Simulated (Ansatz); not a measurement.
# C₂H₅BClF: up Jacob's ladder to CCSD(T)

The task here is to estimate one member of a computed series from the others.

Program: Ansatz 0.2.0, Gaussian basis. Level of theory: functionals in def2-TZVPP, the program's frozen cores in correlated methods. These are calculated values, not measurements.

Levels to be run: PBE-D4, r2SCAN-D4, PBE0-D4, B3LYP-D4, ωB97X-V, ωB97M-V, B2PLYP; CCSD(T)/def2-TZVPP; MP2/def2-QZVPP; extrapolation to the limit.

## The geometry

The geometry comes from an earlier relaxation with PBE0-D4 in a triple-zeta def2 set; it is a stationary point, not always the lowest conformer.

SMILES `CBC(F)Cl`, 10 atoms, charge 0, spin multiplicity 1.

Atoms are counted from 1 here; the program's logs count them from 0.

Bond lengths: C1–B2 1.552 Å, C1–H6 1.092 Å, C1–H7 1.100 Å, C1–H8 1.091 Å, B2–C3 1.566 Å, B2–H9 1.196 Å, C3–F4 1.353 Å, C3–Cl5 1.827 Å, C3–H10 1.089 Å. Angles: B2–C1–H6 112.8°, B2–C1–H7 106.2°, B2–C1–H8 114.5°, H6–C1–H7 105.7°, H6–C1–H8 109.9°, H7–C1–H8 107.2°, C1–B2–C3 121.4°, C1–B2–H9 122.9°, C3–B2–H9 115.6°, B2–C3–F4 118.3°, B2–C3–Cl5 89.0°, B2–C3–H10 121.7°, F4–C3–Cl5 109.7°, F4–C3–H10 109.0°, Cl5–C3–H10 105.8°.

Set-up of the first run:

Contents of in.yaml:

```yaml
crystal:
  periodic: [false, false, false]
  atoms:
    - {symbol: C, position_ang: [-1.200202, 0.231117, -0.597648]}
    - {symbol: B, position_ang: [0.120501, -0.529673, -0.304925]}
    - {symbol: C, position_ang: [1.046522, -0.126472, 0.892200]}
    - {symbol: F, position_ang: [0.535993, 0.672003, 1.857440]}
    - {symbol: Cl, position_ang: [2.052388, 0.869398, -0.262476]}
    - {symbol: H, position_ang: [-1.387384, 0.359082, -1.665654]}
    - {symbol: H, position_ang: [-2.013000, -0.411388, -0.227392]}
    - {symbol: H, position_ang: [-1.291383, 1.191125, -0.087962]}
    - {symbol: H, position_ang: [0.486150, -1.468748, -0.948476]}
    - {symbol: H, position_ang: [1.733516, -0.837543, 1.347693]}
basis:
  gaussian: {orbitals: def2-TZVPP}
hamiltonian: {xc: pbe, dispersion: d4}
output: {forces: true, orbitals: {seedname: orbitals}}
```

Run with:

```bash
ansatz run in.yaml --threads 4 --pin off --events-out ev --progress --plain --max-ram 10444MiB
```

Steps of the session up to this table: PBE-D4 (GGA); r2SCAN-D4 (meta-GGA); PBE0-D4 (hybrid); B3LYP-D4 (hybrid); ωB97X-V (range-separated); ωB97M-V (range-separated); B2PLYP (double hybrid); CCSD(T) in def2-TZVPP; MP2 in def2-QZVPP.

One table of the session follows, with a row left open; its other results are not shown here.

| method | atomisation energy (eV) |
| --- | --- |
| PBE-D4 | 39.320 |
| r2SCAN-D4 | 38.593 |
| PBE0-D4 | 38.606 |
| B3LYP-D4 | 38.260 |
| ωB97X-V | 38.330 |
| ωB97M-V | 38.458 |
| B2PLYP | ? |
| HF/def2-TZVPP | 28.479 |
| MP2/def2-TZVPP | 38.040 |
| CCSD/def2-TZVPP | 36.647 |
| CCSD(T)/def2-TZVPP | 37.229 |
| MP2/CBS | 38.925 |
| CCSD(T)/CBS | 38.113 |

Estimate the missing values for B2PLYP.

**Answer.** atomisation energy (eV): 37.875. In the column «atomisation energy (eV)» it lies between CCSD(T)/def2-TZVPP (37.229) and MP2/def2-TZVPP (38.040).
